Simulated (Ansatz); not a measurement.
# ClGeH₄In: small, medium and large basis sets

The task here is to estimate one member of a computed series from the others.

Program: Ansatz 0.2.0, Gaussian basis. Level of theory: one geometry, several basis sets. These are calculated values, not measurements.

Levels to be run: PBE0-D4/def2-SVP; ωB97M-V/def2-SVP; PBE0-D4/def2-QZVPP; ωB97M-V/def2-QZVPP; the functionals' def2-TZVPP values are taken from earlier runs.

1 further run of the same task is left out (for a known fault of the program).

## The geometry

The geometry comes from an earlier relaxation with PBE0-D4 in a triple-zeta def2 set; it is a stationary point, not always the lowest conformer. In takes the def2 core potential; no spin-orbit term is included.

SMILES `[Cl][InH][GeH3]`, 7 atoms, charge 0, spin multiplicity 1.

Atoms are counted from 1 here; the program's logs count them from 0.

Bond lengths: Cl1–In2 2.353 Å, In2–Ge3 2.590 Å, In2–H4 1.715 Å, Ge3–H5 1.537 Å, Ge3–H6 1.537 Å, Ge3–H7 1.538 Å. Angles: Cl1–In2–Ge3 111.2°, Cl1–In2–H4 111.6°, Ge3–In2–H4 137.2°, In2–Ge3–H5 109.3°, In2–Ge3–H6 109.3°, In2–Ge3–H7 112.0°, H5–Ge3–H6 108.7°, H5–Ge3–H7 108.7°, H6–Ge3–H7 108.7°.

The first run:

Contents of in.yaml:

```yaml
crystal:
  periodic: [false, false, false]
  atoms:
    - {symbol: Cl, position_ang: [-2.659837, -1.468160, -0.155365]}
    - {symbol: In, position_ang: [-0.328549, -1.367883, 0.145500]}
    - {symbol: Ge, position_ang: [0.541165, 1.061607, -0.074064]}
    - {symbol: H, position_ang: [0.334925, -2.919947, 0.450032]}
    - {symbol: H, position_ang: [0.194440, 1.601411, -1.470393]}
    - {symbol: H, position_ang: [-0.145567, 1.944901, 0.979298]}
    - {symbol: H, position_ang: [2.063423, 1.148069, 0.124982]}
basis:
  gaussian: {orbitals: def2-SVP}
hamiltonian: {xc: pbe0, dispersion: d4}
output: {orbitals: {seedname: orbitals}}
```

Launch:

```sh
$ ansatz run in.yaml --threads 2 --pin off --events-out ev --progress --plain --max-ram 32768MiB --backend cpu
```

Among the steps run: PBE0-D4 in def2-SVP; ωB97M-V in def2-SVP; PBE0-D4 in def2-QZVPP; ωB97M-V in def2-QZVPP.

One of the session's tables, all rows but one given; the rest of the session is left out.

It belongs to the step «Density functionals: the series». 

```
functional       basis  HOMO (eV)  LUMO (eV)
   PBE0-D4    def2-SVP      -7.58      -2.04
   PBE0-D4  def2-TZVPP      -7.68      -2.13
   PBE0-D4  def2-QZVPP      -7.70      -2.15
   ωB97M-V    def2-SVP      -9.56      -0.38
   ωB97M-V  def2-TZVPP      -9.70      -0.56
   ωB97M-V  def2-QZVPP          ?          ?
```

**Question.** Estimate the row for ωB97M-V, def2-QZVPP.

The run gave: HOMO (eV): -9.71; LUMO (eV): -0.60. In the column «HOMO (eV)» it is the lowest.
